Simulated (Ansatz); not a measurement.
# H3OSeSi: the cost of one run

Program: Ansatz 0.2.0. Level of theory: RKS LDA/def2-SVP. These are calculated values, not measurements.

**1. The system as given**

Bond lengths: O1–Si2 1.518 Å, Si2–Se3 2.690 Å, Si2–H4 1.463 Å, Si2–H5 1.462 Å, Se3–H6 1.397 Å. Angles: O1–Si2–Se3 107.6°, O1–Si2–H4 121.8°, O1–Si2–H5 122.7°, Se3–Si2–H4 92.2°, Se3–Si2–H5 93.2°, H4–Si2–H5 109.6°, Si2–Se3–H6 87.3°.

Structure file:

```xyz
6

O    -1.0027   -1.4078   -0.4270
Si   -0.6239    0.0597   -0.5144
Se    1.3174    0.5059    1.2927
H     0.1972    0.5790   -1.6081
H    -1.4722    1.1276    0.0113
H     1.5841   -0.8643    1.2455
```

**2. Relaxing the start**

File input.yaml:

```yaml
crystal:
  periodic: [false, false, false]
  atoms:
    - { symbol: O, position_ang: [-1.00269, -1.40781, -0.42704] }
    - { symbol: Si, position_ang: [-0.62388, 0.05967, -0.51443] }
    - { symbol: Se, position_ang: [1.31742, 0.50588, 1.29271] }
    - { symbol: H, position_ang: [0.19724, 0.57899, -1.60808] }
    - { symbol: H, position_ang: [-1.47215, 1.12755, 0.01132] }
    - { symbol: H, position_ang: [1.58406, -0.86428, 1.24553] }
total_charge: -1
basis:
  gaussian: { orbitals: def2-SVP }
hamiltonian:
  xc: lda
relax:
  f_tol: 0.02
  max_steps: 40
scf:
  lower_state_search: "off"
```

On the command line:

```
> ansatz run input.yaml --threads 1 --pin off --max-ram 2048MiB --backend cpu --events-out ev --progress --plain --runs-dir out
```

**Question.** How long does this run take on 1 thread of Arm Neoverse V2, shared host, and how much memory does it need?

About 14 s, with a peak of 0.11 GiB.
